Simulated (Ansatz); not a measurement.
# Tc3Sn, space group Fm-3m: a scan of one input key

With Ansatz 0.2.0 through its Python package.

The cells in order, each with its output:

```python
import warnings

import ansatz
```

```python
MESH = (6, 6, 6)
SMEARING = "gaussian"
WIDTH_EV = 0.15

warnings.simplefilter("ignore", ansatz.DeckWarning)
```

```python
system = (
    ansatz.Lattice.of([0.0, 3.17219, 3.17219], [3.17219, 0.0, 3.17219], [3.17219, 3.17219, 0.0])
    .atom("Tc", [0.25, 0.25, 0.25])
    .atom("Tc", [0.75, 0.75, 0.75])
    .atom("Tc", [0.5, 0.5, 0.5])
    .atom("Sn", [0.0, 0.0, 0.0])
)
```

```python
system.resolved().sites[-1]
```

    Site(symbol='Sn', position=(0.0, 0.0, 0.0), moment=None, axis=None, held=None, saved=None)

```python
base = (
    system.calculation()
    .functional(exchange="slater", correlation="lda")
    .pseudopotentials("nc")
    .kpoints(mesh=MESH, shift=0.5)
    .occupations(SMEARING, width=WIDTH_EV)
    .band_table()
)
typed = base.input()
rows = []
for value in [1, 2, 3]:
    edited = typed.set(ansatz.key.basis.xc_grid, value)
    summary = ansatz.Session.from_dict(edited).plan().execute().report
    rows.append((value, summary["free_energy_ev"], summary["n_iterations"], len(summary["eigenvalues_ev"][0]) if "eigenvalues_ev" in summary else 0))
print("       xc grid            F eV      iterations    bands listed")
for row in rows:
    print(f"{str(row[0]):>14s}  {row[1]:14.5f}  {row[2]:14d}  {row[3]:14d}")
```

           xc grid            F eV      iterations    bands listed
                 1     -9069.87279               9              36
                 2     -9069.87279               9              36
                 3     -9069.87279               9              36

Notes:
- The settings weren't tested for convergence.
- The mesh is modest for a metal, so energies can be off by several to tens of meV an atom and pressures by half a GPa or more; differences at equal mesh fare better.
- The free energy holds a sizeable smearing term, which stands for no physical temperature.
- The mesh has less symmetry than the crystal, which the program warned of.
- The structure comes from a database of computed cells and needn't be a stable or known phase.
- The script silences the warnings on its input, which a real study should read.
- The whole script took 71 s on 1 thread of Arm Neoverse N1, with other jobs on the host, peak memory 0.55 GiB.
